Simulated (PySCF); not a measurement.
# C₄H₇B: electronic excitations and core binding energies

What electronic excitations and core binding energies should C₄H₇B (`BCC#CC`) show?

Programs: PySCF 2.14.0, with density-fitted response routines of our own. Each step states its level of theory. These are calculated values for one molecule in the gas phase, unless marked as measured. Atoms are numbered from 0 throughout.

### Step 1. Starting geometry

12 atoms, charge 0, multiplicity 1; geometry from: GFN2-xTB.

Bonds of the start (Å): B0–C1 1.57, C1–C2 1.45, C2–C3 1.20, C3–C4 1.45, B0–H5 1.17, B0–H6 1.17, C1–H7 1.10, C1–H8 1.10, C4–H9 1.09, C4–H10 1.09, C4–H11 1.09.

### Step 2. Excited states and response: PBE0/def2-SVPD

Job settings and geometry (Å):

```
{"job": {"kind": "uv", "xc": "PBE0", "basis": "def2-SVPD", "nstates": 8, "ntriplets": 3}, "charge": 0, "multiplicity": 1}
B     -1.910447    -0.307313    -1.524455
C     -0.373058    -0.605612    -1.391870
C      0.272619    -0.151218    -0.174944
C      0.798510     0.227854     0.832990
C      1.435057     0.686633     2.051016
H     -2.461078    -0.654919    -2.496970
H     -2.501275     0.245058    -0.680964
H      0.152658    -0.167998    -2.250088
H     -0.211373    -1.686865    -1.488839
H      2.424417     1.087453     1.829248
H      1.541011    -0.141715     2.751766
H      0.834159     1.467957     2.517084
```

Method: TDDFT PBE0/def2-SVPD, vertical, gas phase, core orbitals frozen in the response.

Started as:

```sh
OMP_NUM_THREADS=1 python probes_run.py task.json out
```

This one command runs all jobs of the session in turn.

**Question.** This job is followed by: delta-SCF UKS SCAN, pcX-2 on the ionised atom, pcseg-1 elsewhere, spin-free X2C. Predict these results of the whole session: lowest singlet (PBE0/def2-SVPD); brightest single state of those computed; lowest triplet; C1s binding energies, SCAN/pcX-2.

**Answer**, as computed:

```
                                quantity                                          value
         lowest singlet (PBE0/def2-SVPD)                    4.30 eV (288 nm), f = 0.000
brightest single state of those computed                    state 4, 6.49 eV, f = 0.016
                          lowest triplet                                        4.09 eV
        C1s binding energies, SCAN/pcX-2  C4 291.30, C1 290.97, C2 289.74, C3 289.71 eV
```

**Reading.** The first singlet state (HOMO→LUMO 0.99) lies at 4.30 eV and is dark; of the 8 states computed, the strongest absorption comes from state 4 at 6.49 eV. The lowest triplet lies 0.21 eV below the lowest singlet (triplets in Tamm-Dancoff, singlets in full TDDFT). The C1s levels kept as sound span 1.58 eV, from C3 (alkyne carbon) up to C4 (propargylic methyl carbon).
